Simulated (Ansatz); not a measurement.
I need a calculation of the elastic constants of CdTe, space group F-43m. Use Ansatz's Python interface. Level of theory (first run): PBE, PAW, cutoff 476 eV, 6×6×6 k-points, fixed occupations.

```cif
data_structure
_symmetry_space_group_name_H-M 'P 1'
_symmetry_Int_Tables_number 1
_cell_length_a 4.5326
_cell_length_b 4.5326
_cell_length_c 4.5326
_cell_angle_alpha 60.000
_cell_angle_beta 60.000
_cell_angle_gamma 60.000
_cell_volume 65.84
loop_
_atom_site_label
_atom_site_type_symbol
_atom_site_fract_x
_atom_site_fract_y
_atom_site_fract_z
_atom_site_occupancy
Cd1 Cd 0.00000 0.00000 0.00000 1
Te1 Te 0.25000 0.25000 0.25000 1
```

`run_elastic.py`
```python
from dataclasses import replace

import ansatz as az
from ase import Atoms
import numpy as np

atoms = Atoms(
    ["Cd", "Te"],
    scaled_positions=[
        [0.0, 0.0, 0.0],
        [0.25, 0.25, 0.25],
    ],
    cell=[
        [0.0, 3.205, 3.205],
        [3.205, 0.0, 3.205],
        [3.205, 3.205, 0.0],
    ],
    pbc=True,
)
system = az.Crystal.from_ase(atoms)

model = system.calculation().functional("pbe").basis(35 * az.Ry).occupations("Fixed").kpoints(6, 6, 6)
rest = model.relax(cell=True).run(threads=1).lattice
relaxed = az.Crystal(lattice=az.Lattice.of(rest.cell_ang))
for site in rest.sites:
    relaxed = relaxed.atom(site.symbol, site.position_frac)
model = replace(model, crystal=relaxed)
print("relaxed volume {:.3f} A^3".format(abs(np.linalg.det(rest.cell_ang))))
res = model.elastic("clamped-ion", amplitude=0.005).run(threads=1)
elastic = res.elastic

print(np.array2string(np.round(elastic.c_gpa, 1) + 0.0, suppress_small=True))
print("Voigt stress of the unstrained cell (GPa, tension positive):", np.round(elastic.sigma0_gpa, 3) + 0.0)
print("smallest eigenvalue of C:", round(elastic.stability.min_eigenvalue_gpa, 1), "GPa; tensor positive definite:", elastic.stability.min_eigenvalue_gpa > 0)
if elastic.stability.min_eigenvalue_gpa > 0:
    for name, value in elastic.moduli.to_plain().items():
        print(f"{name:14s} {value:9.3f}")
    S = np.linalg.inv(elastic.c_gpa)
    print("Young modulus along x, y, z (GPa):", np.round(1 / np.diag(S)[:3], 1))
    print("linear compressibility along x, y, z (1/TPa):", np.round(1000 * S[:3, :3].sum(axis=1), 2))
```

```console
$ python run_elastic.py
relaxed volume 72.406 A^3
[[46.4 29.9 29.9  0.   0.   0. ]
 [29.9 46.4 29.9  0.   0.   0. ]
 [29.9 29.9 46.4  0.   0.   0. ]
 [ 0.   0.   0.  30.9  0.   0. ]
 [ 0.   0.   0.   0.  30.9  0. ]
 [ 0.   0.   0.   0.   0.  30.9]]
Voigt stress of the unstrained cell (GPa, tension positive): [-0.042 -0.042 -0.042  0.     0.     0.   ]
smallest eigenvalue of C: 16.5 GPa; tensor positive definite: True
k_voigt_gpa       35.371
k_reuss_gpa       35.371
k_hill_gpa        35.371
g_voigt_gpa       21.852
g_reuss_gpa       14.742
g_hill_gpa        18.297
youngs_gpa        46.818
poisson            0.279
Young modulus along x, y, z (GPa): [23. 23. 23.]
linear compressibility along x, y, z (1/TPa): [9.42 9.42 9.42]
```

Reading the output:
- Under fixed occupations the level called the Fermi level is the highest filled one on the SCF mesh; off the mesh a filled band can lie a little above it.
- A positive definite tensor excludes instabilities under uniform strain alone; phonons elsewhere in the zone can still be imaginary.
- Of the deposited cell: the entry's cell lengths or inner coordinates differ somewhat from later room-temperature determinations.
- These are clamped-ion constants: where atoms have free coordinates under strain, the relaxed-ion ones can be far smaller or negative, so this tensor doesn't settle whether the crystal is stable.
- The starting cell is as deposited in a crystallographic database; the results hold for this polymorph, which needn't be the stable one.
- The constants belong to the cell that was strained; where it wasn't relaxed first it may be under stress.
- Timing: 96 s on 1 thread of Intel(R) Xeon(R) Processor @ 2.30GHz, with other jobs on the host, peak memory 0.63 GiB.
